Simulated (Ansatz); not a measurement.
Run this with Ansatz 0.2.0, Python API and show what comes out.

Script `xc_hfc.py`:
```python
"""One structure of HfC under several functionals."""

import warnings

import ansatz

warnings.simplefilter("ignore", ansatz.DeckWarning)

xtal = (
    ansatz.Lattice.fcc(4.65)
    .space_group(225)
    .atom("Hf", (0.5, 0.0, 0.0))
    .atom("C", (0.0, 0.0, 0.0))
    .primitive()
)

model = xtal.calculation().basis(38 * ansatz.Ry).kpoints(length=29).occupations("cold", width=0.15)

rows = []
for value in ["blyp", "pbe", "lda", "r2scan"]:
    r = model.functional(value).run(threads=1).report
    rows.append((value, r["free_energy_ev"] / len(r["lattice"]["sites"]), r["n_iterations"], r["n_kpoints"]))

print("  functional   F/atom (eV)    iterations      k-points")
for row in rows:
    print(f"{str(row[0]):>12s}  {row[1]:12.5f}  {row[2]:12d}  {row[3]:12d}")
```

Output of `python xc_hfc.py`:
```text
  functional   F/atom (eV)    iterations      k-points
        blyp   -7999.29865             6            56
         pbe   -7987.07242             5            56
         lda   -7860.91665             6            56
      r2scan   -7993.45023             8            56
```

Notes:
- BLYP can be off by several per cent in the lattices of metals, and by several GPa in the pressure at a fixed cell.
- For a metal this k-point mesh is coarse: on a finer one energies can move by several to tens of meV an atom and pressures by half a GPa or more, differences at one mesh by less.
- Spin-orbit coupling, which matters for elements this heavy, is left out.
- The starting cell is as deposited in a crystallographic database; the results hold for this polymorph, which needn't be the stable one.
- Total energies of different functionals can't be compared; pressures, moments and gaps at this one structure can.
- The whole script took 9.3 s on 1 thread of Arm Neoverse V1, with other jobs on the host, peak memory 0.42 GiB.
